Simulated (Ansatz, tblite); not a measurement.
# The cluster Ge₁₉PH₃₆: a ladder of methods and basis sets

One table from this session's results is given with a row withheld; the runs are named, their logs left out.

Program: Ansatz 0.2.0, Gaussian basis. Level of theory: as each input shows. These are calculated values, not measurements.

Levels to be run: GFN1-xTB, GFN2-xTB, PBE-D4/def2-TZVP, r2SCAN-D4/def2-TZVP, r2SCAN0-D4/def2-TZVP, PBE-D4/def2-SVP, PBE0-D4/def2-SVP, HF/STO-3G, HF/6-31G, B3LYP-D4/6-31G, MP2/def2-SVP.

1 further run of the same task is left out (set aside as unsound or not needed). Runs told in other sessions of the task aren't counted.

### The geometry

The geometry is that of the doublet, from an earlier relaxation (PBE-D4/def2-SVP).

56 atoms, charge 0, spin multiplicity 2.

Bond lengths: Ge1–Ge9 2.445 Å, Ge1–Ge10 2.447 Å, Ge1–P11 2.358 Å, Ge1–H21 1.561 Å, Ge2–Ge9 2.447 Å, Ge2–Ge13 2.446 Å, Ge2–H22 1.558 Å, Ge2–H23 1.557 Å, Ge3–Ge12 2.451 Å, Ge3–Ge13 2.447 Å, Ge3–Ge14 2.449 Å, Ge3–H24 1.564 Å, Ge4–Ge10 2.445 Å, Ge4–Ge16 2.446 Å, Ge4–H25 1.558 Å, Ge4–H26 1.557 Å, Ge5–Ge15 2.450 Å, Ge5–Ge16 2.445 Å and more. Angles: Ge9–Ge1–Ge10 110.1°, Ge9–Ge1–P11 110.1°, Ge9–Ge1–H21 108.4°, Ge10–Ge1–P11 109.8°, Ge10–Ge1–H21 108.0°, P11–Ge1–H21 110.3°, Ge9–Ge2–Ge13 115.5°, Ge9–Ge2–H22 108.2°, Ge9–Ge2–H23 108.3°, Ge13–Ge2–H22 109.2°, Ge13–Ge2–H23 108.0°, H22–Ge2–H23 107.4°, Ge12–Ge3–Ge13 110.3°, Ge12–Ge3–Ge14 115.2°, Ge12–Ge3–H24 107.7°, Ge13–Ge3–Ge14 108.3°, Ge13–Ge3–H24 106.7°, Ge14–Ge3–H24 108.3° and more.

PBE0-D4/def2-TZVP was run before; its log isn't repeated, and its numbers join the tables.

The first run:

Tight binding, by tblite at 300 K electronic temperature and without a spin-polarisation term:

```python
tblite.interface.Calculator('GFN1-xTB', numbers, positions, charge=0, uhf=1).singlepoint()
```

Tight binding, by tblite at 300 K electronic temperature and without a spin-polarisation term:

```python
tblite.interface.Calculator('GFN2-xTB', numbers, positions, charge=0, uhf=1).singlepoint()
```

start.molden holds the orbitals of an earlier run on this state, given as this run's starting guess.

in.yaml reads:

```yaml
crystal:
  periodic: [false, false, false]
  atoms:
    - {symbol: Ge, position_ang: [-2.951713, -2.945098, 0.234821]}
    - {symbol: Ge, position_ang: [-5.815587, 0.001149, 0.102820]}
    - {symbol: Ge, position_ang: [-2.945767, 2.895873, -0.205951]}
    - {symbol: Ge, position_ang: [0.123093, -5.616738, 0.069241]}
    - {symbol: Ge, position_ang: [2.898071, -2.620247, -0.154495]}
    - {symbol: Ge, position_ang: [2.876864, 2.635564, 0.123485]}
    - {symbol: Ge, position_ang: [0.112873, 5.644581, -0.077187]}
    - {symbol: Ge, position_ang: [6.053259, 0.023722, -0.014079]}
    - {symbol: Ge, position_ang: [-4.530562, -1.675034, -1.132727]}
    - {symbol: Ge, position_ang: [-1.562174, -4.369231, -1.188778]}
    - {symbol: P, position_ang: [-1.585278, -1.475450, 1.473286]}
    - {symbol: Ge, position_ang: [-1.736124, 1.317595, -1.638867]}
    - {symbol: Ge, position_ang: [-4.490487, 1.696471, 1.264950]}
    - {symbol: Ge, position_ang: [-1.532223, 4.342031, 1.175996]}
    - {symbol: Ge, position_ang: [1.379133, -0.865750, -0.940898]}
    - {symbol: Ge, position_ang: [1.744062, -4.235823, 1.272320]}
    - {symbol: Ge, position_ang: [4.698613, -1.627972, 1.175203]}
    - {symbol: Ge, position_ang: [1.799981, 4.336287, -1.269096]}
    - {symbol: Ge, position_ang: [4.734020, 1.718776, -1.182812]}
    - {symbol: Ge, position_ang: [1.283584, 0.880786, 0.764941]}
    - {symbol: H, position_ang: [-3.763594, -3.868966, 1.195844]}
    - {symbol: H, position_ang: [-6.716316, -0.740245, 1.134753]}
    - {symbol: H, position_ang: [-6.759735, 0.730419, -0.898416]}
    - {symbol: H, position_ang: [-3.820594, 3.802681, -1.132054]}
    - {symbol: H, position_ang: [-0.614681, -6.546222, 1.078124]}
    - {symbol: H, position_ang: [0.909521, -6.531553, -0.915558]}
    - {symbol: H, position_ang: [3.514759, -3.381194, -1.367894]}
    - {symbol: H, position_ang: [3.454908, 3.334199, 1.392709]}
    - {symbol: H, position_ang: [-0.653099, 6.551867, -1.085003]}
    - {symbol: H, position_ang: [0.847312, 6.583199, 0.926005]}
    - {symbol: H, position_ang: [6.961713, -0.716587, -1.039111]}
    - {symbol: H, position_ang: [6.984443, 0.735193, 1.011180]}
    - {symbol: H, position_ang: [-5.540087, -2.692315, -1.746325]}
    - {symbol: H, position_ang: [-3.770841, -1.007111, -2.311661]}
    - {symbol: H, position_ang: [-2.501695, -5.388709, -1.899824]}
    - {symbol: H, position_ang: [-0.886044, -3.511757, -2.293257]}
    - {symbol: H, position_ang: [-2.652056, -1.067487, 2.351864]}
    - {symbol: H, position_ang: [-1.141668, -2.509273, 2.375790]}
    - {symbol: H, position_ang: [-2.460739, 1.133807, -3.015032]}
    - {symbol: H, position_ang: [-0.274137, 1.779044, -1.949325]}
    - {symbol: H, position_ang: [-5.463540, 2.727695, 1.910848]}
    - {symbol: H, position_ang: [-3.687836, 1.034744, 2.420165]}
    - {symbol: H, position_ang: [-2.490387, 5.328099, 1.913310]}
    - {symbol: H, position_ang: [-0.824092, 3.491256, 2.266456]}
    - {symbol: H, position_ang: [-0.024490, -1.444759, -1.268779]}
    - {symbol: H, position_ang: [1.951360, -0.256699, -2.253821]}
    - {symbol: H, position_ang: [1.036781, -3.476240, 2.430354]}
    - {symbol: H, position_ang: [2.801207, -5.177282, 1.923455]}
    - {symbol: H, position_ang: [4.049790, -0.944018, 2.412885]}
    - {symbol: H, position_ang: [5.622520, -2.763434, 1.707479]}
    - {symbol: H, position_ang: [1.155569, 3.653381, -2.507564]}
    - {symbol: H, position_ang: [2.889824, 5.319740, -1.793342]}
    - {symbol: H, position_ang: [4.152199, 1.093188, -2.482060]}
    - {symbol: H, position_ang: [5.675593, 2.882722, -1.613012]}
    - {symbol: H, position_ang: [-0.138131, 1.490524, 0.892679]}
    - {symbol: H, position_ang: [1.669826, 0.288904, 2.150062]}
basis:
  gaussian: {orbitals: def2-TZVP, fitting: {mean_field: def2-universal-jkfit}, initial_orbitals: start.molden}
magnetization: {spin_polarized: true, initial_magnetization: 1}
hamiltonian: {xc: pbe, dispersion: d4}
scf: {omitted_lower_state_checks: [starts]}
output: {forces: true, orbitals: {seedname: orbitals}}
```

On the command line:

```console
$ ansatz run in.yaml --threads 11 --pin off --events-out ev --progress --plain --max-ram 110592MiB --backend cuda --devices 0, --max-vram 75GiB
```

Among the steps run: PBE-D4/def2-TZVP; r2SCAN-D4/def2-TZVP; r2SCAN0-D4/def2-TZVP; PBE-D4/def2-SVP; PBE0-D4/def2-SVP; HF/STO-3G; HF/6-31G; B3LYP-D4/6-31G; MP2/def2-SVP.

One of the session's tables, all rows but one given; the rest of the session is left out.

It belongs to the step «Binding energy». 

```
               level  binding an atom (eV)
           HF/STO-3G                 3.490
            HF/6-31G                 1.813
         HF/def2-SVP                 1.968
     PBE-D4/def2-SVP                 2.763
    PBE-D4/def2-TZVP                 2.763
 r2SCAN-D4/def2-TZVP                 2.803
      B3LYP-D4/6-31G                 2.698
    PBE0-D4/def2-SVP                 2.762
   PBE0-D4/def2-TZVP                 2.762
r2SCAN0-D4/def2-TZVP                     ?
        MP2/def2-SVP                 2.572
```

Q: Estimate the row for r2SCAN0-D4/def2-TZVP from the others.

As computed: binding an atom (eV): 2.784. In the column «binding an atom (eV)» it lies between PBE-D4/def2-TZVP (2.763) and r2SCAN-D4/def2-TZVP (2.803).

Caveats from the session: Free atoms were run apart at each level; binding is atoms less cluster, divided by the number of atoms, without zero-point or spin-orbit terms.
